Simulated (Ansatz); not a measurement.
AsH₄N, SMILES N[AsH2], a ladder of basis sets

With Ansatz 0.2.0, Python API.

Typed at the interpreter:
```pycon
>>> import ansatz as az
>>> XC = "hf"
>>> geometry = (
...     az.Crystal.molecule()
...     .atom("N", [-0.3074, -0.9787, -0.0652])
...     .atom("As", [-0.6082, 0.9493, -0.133])
...     .atom("H", [0.6386, -1.1101, -0.1585])
...     .atom("H", [-0.5805, -1.2385, 0.8692])
...     .atom("H", [0.3141, 1.0925, -1.4086])
...     .atom("H", [0.5854, 1.2216, 0.85])
... )
>>> calculation = geometry.calculation().functional(XC)
>>> energies = {}
>>> for basis in ["cc-pVDZ", "cc-pVTZ"]:
...     rep = calculation.basis(gaussian=basis).run(threads=1).report
...     size = rep["n_frozen"] + rep["n_occupied"][0] + rep["n_virtual"][0]
...     energies[basis] = (rep["reference_energy_ev"] / 27.211386246, rep["free_energy_ev"] / 27.211386246)
...     print(f"{basis:14s} {size:4d} orbitals  reference {energies[basis][0]:14.6f} Ha  total {energies[basis][1]:14.6f} Ha")
...
cc-pVDZ          61 orbitals  reference   -2290.920481 Ha  total   -2290.920481 Ha
cc-pVTZ         129 orbitals  reference   -2291.017888 Ha  total   -2291.017888 Ha
>>> last = energies["cc-pVTZ"][1]
>>> for basis, (_, total) in energies.items():
...     print(f"{basis:14s} lies {27.211386 * (total - last):9.4f} eV above cc-pVTZ")
...
cc-pVDZ        lies    2.6506 eV above cc-pVTZ
cc-pVTZ        lies    0.0000 eV above cc-pVTZ
```

Against cc-pVDZ: cc-pVTZ -97.4 mHa. The last step alone is -97.41 mHa. From the first set to the last the time grows from 0.5 to 1.0 s.

Reading the output:
- The settings weren't tested for convergence.
- The geometry is a force-field or estimated start, not a minimum of this method, and the last set is no limit. Much of the fall in a total is atomic energy, which cancels in bond and reaction energies.
- Wall time of the script: 1.9 s on 1 thread of Arm Neoverse V2, on a shared host, peak memory 0.27 GiB.
